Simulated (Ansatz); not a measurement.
# N-butylpyridinium chloride (C₉H₁₄ClN): geometry, orbitals and charge

Aim: characterise N-butylpyridinium chloride (C₉H₁₄ClN) as a singlet: its structure, frontier levels and distribution of charge.

Program: Ansatz 0.2.0, Gaussian basis. Level of theory: RKS PBE0-D4/def2-TZVP. These are calculated values, not measurements.

Plan: relaxation at PBE-D4/def2-SVP; a single point at PBE0-D4/def2-TZVP.

## 1. The system as given

SMILES `CCCC[n+]1ccccc1.[Cl-]`, 25 atoms, charge 0, spin multiplicity 1.

Atoms are counted from 1 here; the program's logs count them from 0.

Bond lengths: C1–C2 1.482 Å, C1–H11 1.110 Å, C1–H12 1.086 Å, C1–H13 1.110 Å, C2–C3 1.544 Å, C2–H14 1.110 Å, C2–H15 1.107 Å, C3–C4 1.525 Å, C3–H16 1.111 Å, C3–H17 1.096 Å, C4–N5 1.481 Å, C4–H18 1.109 Å, C4–H19 1.068 Å, N5–C6 1.370 Å, N5–C10 1.337 Å, C6–C7 1.391 Å, C6–H20 1.082 Å, C7–C8 1.381 Å and more. Angles: C2–C1–H11 111.3°, C2–C1–H12 110.6°, C2–C1–H13 111.0°, H11–C1–H12 108.1°, H11–C1–H13 108.1°, H12–C1–H13 107.6°, C1–C2–C3 112.1°, C1–C2–H14 109.8°, C1–C2–H15 111.1°, C3–C2–H14 108.3°, C3–C2–H15 108.9°, H14–C2–H15 106.3°, C2–C3–C4 111.8°, C2–C3–H16 109.8°, C2–C3–H17 108.7°, C4–C3–H16 109.3°, C4–C3–H17 110.5°, H16–C3–H17 106.7° and more.

As a file:

```mol
C9H14ClN
  3D, bonds by distance, orders not assigned

 25 24  0  0  0  0  0  0  0  0999 V2000
   -3.6917    0.5635    0.6767 C   0  0
   -2.7783   -0.3036   -0.1050 C   0  0
   -1.2952    0.0543    0.1308 C   0  0
   -0.3626   -0.8406   -0.6777 C   0  0
    1.0436   -0.4652   -0.4018 N   0  0
    1.6406    0.4834   -1.1904 C   0  0
    2.9599    0.8483   -0.9449 C   0  0
    3.6672    0.2699    0.0901 C   0  0
    3.0328   -0.6836    0.8960 C   0  0
    1.7078   -1.0589    0.5950 C   0  0
   -3.4984    0.4750    1.7660 H   0  0
   -4.7270    0.2899    0.4936 H   0  0
   -3.5708    1.6286    0.3904 H   0  0
   -2.9303   -1.3652    0.1808 H   0  0
   -2.9958   -0.2385   -1.1889 H   0  0
   -1.0520   -0.0422    1.2102 H   0  0
   -1.1422    1.1070   -0.1337 H   0  0
   -0.4840   -1.9041   -0.3894 H   0  0
   -0.5311   -0.7514   -1.7289 H   0  0
    1.0560    0.9147   -1.9926 H   0  0
    3.4389    1.6080   -1.5818 H   0  0
    4.6973    0.5592    0.2700 H   0  0
    3.5679   -1.1868    1.7059 H   0  0
    1.2010   -1.7690    1.2052 H   0  0
    0.9534    1.8419    0.8129 Cl  0  0
  1  2  8  0
  1 11  8  0
  1 12  8  0
  1 13  8  0
  2  3  8  0
  2 14  8  0
  2 15  8  0
  3  4  8  0
  3 16  8  0
  3 17  8  0
  4  5  8  0
  4 18  8  0
  4 19  8  0
  5  6  8  0
  5 10  8  0
  6  7  8  0
  6 20  8  0
  7  8  8  0
  7 21  8  0
  8  9  8  0
  8 22  8  0
  9 10  8  0
  9 23  8  0
 10 24  8  0
M  END
```

The start is a force-field geometry.

## 2. Optimising with PBE-D4/def2-SVP

in.yaml reads:

```yaml
crystal:
  periodic: [false, false, false]
  atoms:
    - {symbol: C, position_ang: [-3.691700, 0.563500, 0.676700]}
    - {symbol: C, position_ang: [-2.778300, -0.303600, -0.105000]}
    - {symbol: C, position_ang: [-1.295200, 0.054300, 0.130800]}
    - {symbol: C, position_ang: [-0.362600, -0.840600, -0.677700]}
    - {symbol: N, position_ang: [1.043600, -0.465200, -0.401800]}
    - {symbol: C, position_ang: [1.640600, 0.483400, -1.190400]}
    - {symbol: C, position_ang: [2.959900, 0.848300, -0.944900]}
    - {symbol: C, position_ang: [3.667200, 0.269900, 0.090100]}
    - {symbol: C, position_ang: [3.032800, -0.683600, 0.896000]}
    - {symbol: C, position_ang: [1.707800, -1.058900, 0.595000]}
    - {symbol: H, position_ang: [-3.498400, 0.475000, 1.766000]}
    - {symbol: H, position_ang: [-4.727000, 0.289900, 0.493600]}
    - {symbol: H, position_ang: [-3.570800, 1.628600, 0.390400]}
    - {symbol: H, position_ang: [-2.930300, -1.365200, 0.180800]}
    - {symbol: H, position_ang: [-2.995800, -0.238500, -1.188900]}
    - {symbol: H, position_ang: [-1.052000, -0.042200, 1.210200]}
    - {symbol: H, position_ang: [-1.142200, 1.107000, -0.133700]}
    - {symbol: H, position_ang: [-0.484000, -1.904100, -0.389400]}
    - {symbol: H, position_ang: [-0.531100, -0.751400, -1.728900]}
    - {symbol: H, position_ang: [1.056000, 0.914700, -1.992600]}
    - {symbol: H, position_ang: [3.438900, 1.608000, -1.581800]}
    - {symbol: H, position_ang: [4.697300, 0.559200, 0.270000]}
    - {symbol: H, position_ang: [3.567900, -1.186800, 1.705900]}
    - {symbol: H, position_ang: [1.201000, -1.769000, 1.205200]}
    - {symbol: Cl, position_ang: [0.953400, 1.841900, 0.812900]}
basis:
  gaussian: {orbitals: def2-SVP}
hamiltonian: {xc: pbe, dispersion: d4}
scf: {lower_state_search: "off"}
output: {orbitals: {seedname: orbitals}}
relax: {f_tol: 0.03, max_steps: 70}
```

Launch:

```bash
$ ansatz run in.yaml --threads 4 --pin off --events-out ev --progress --plain --max-ram 6963MiB
```

The runs that follow: Single point, PBE0-D4/def2-TZVP.

**Question.** What will the summary of the whole plan be? Wanted: point group; commonest bond, hydrogen aside; HOMO, LUMO at PBE0-D4/def2-TZVP; dipole at PBE-D4/def2-SVP.

The runs gave:

```
                       quantity                          value
                    point group                             C1
 commonest bond, hydrogen aside  C–C, 7 of mean length 1.460 Å
HOMO, LUMO at PBE0-D4/def2-TZVP                -6.01, -1.29 eV
      dipole at PBE-D4/def2-SVP                         4.27 D
```

What this shows: The molecule keeps its bonding pattern by the stored test; the atoms moved 0.39 Å (rms). No usable vibrations, so a minimum isn't proven. The point group is read from a loosely relaxed geometry; soft torsions can leave it below the true symmetry.
